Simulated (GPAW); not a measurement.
Runs of GPAW 26.7.0 on ZnMo3. Symmetry: Pm-3m, No. 221, cubic system. The conventional cell has a = 3.943 Å, b = 3.943 Å, c = 3.943 Å, α = 90.00°, β = 90.00°, γ = 90.00°. Around Mo (site symmetry 4/mmm) lie 8 Mo at 2.79 Å and 4 Zn at 2.79 Å. Zn (site symmetry m-3m) has 12 Mo at 2.79 Å as nearest neighbours. The cell comes from a database or a generator and needn't be the stable form of this composition.

| task | level | potentials or basis | cell | smearing | smearing order | optimizer | fmax | max steps | convergence | gap on the mesh (eV) | pressure (GPa) |
| --- | --- | --- | --- | --- | --- | --- | --- | --- | --- | --- | --- |
| single point | LDA | the program's PAW data sets (release 1.2.1) made for this functional, pw | as given | gaussian 0.02 eV | - | - | - | - | - | none | -14.1 |
| single point | PBE | GPAW PAW data sets (gpaw-data 1.2.1), pw | atoms moved at random, drawn with an rms of 0.05 Å | fermi-dirac 0.05 eV | - | - | - | - | - | none | -1.3 |
| single point | RPBE | the program's PAW data sets (release 1.2.1) made for this functional, pw | as given | gaussian 0.05 eV | - | - | - | - | - | none | 2.4 |
| relaxation of cell and atoms | PBEsol+D3(BJ) | PAW data sets generated in the run's folder for this functional, pw | relaxed from: volume scaled by 0.88 | methfessel-paxton 0.2 eV | 1 | FIRE | 0.05 eV/Å | 40 | density=1e-05 forces=0.0001 | none | -0.2 |
| single point | PBE | GPAW PAW data sets (gpaw-data 1.2.1), pw | as given | fermi-dirac 0.05 eV | - | - | - | - | - | none | (a) |

Alike in all rows: no spin polarisation; k mesh 7 × 7 × 7; cutoff (eV) 600.

Task: Estimate the missing entries.

Result: (a) -1.6.

Caveats: later steps reuse the first step's grids (some runs); this smearing can pin the Fermi level at a band edge (some runs); pairwise dispersion overbinds metals, which lowers pressure and volume (some runs).

A k mesh can miss the band edges, and the runs leave out spin-orbit coupling on Mo.

A gap of «none» marks a metal or a gap under the smearing width.
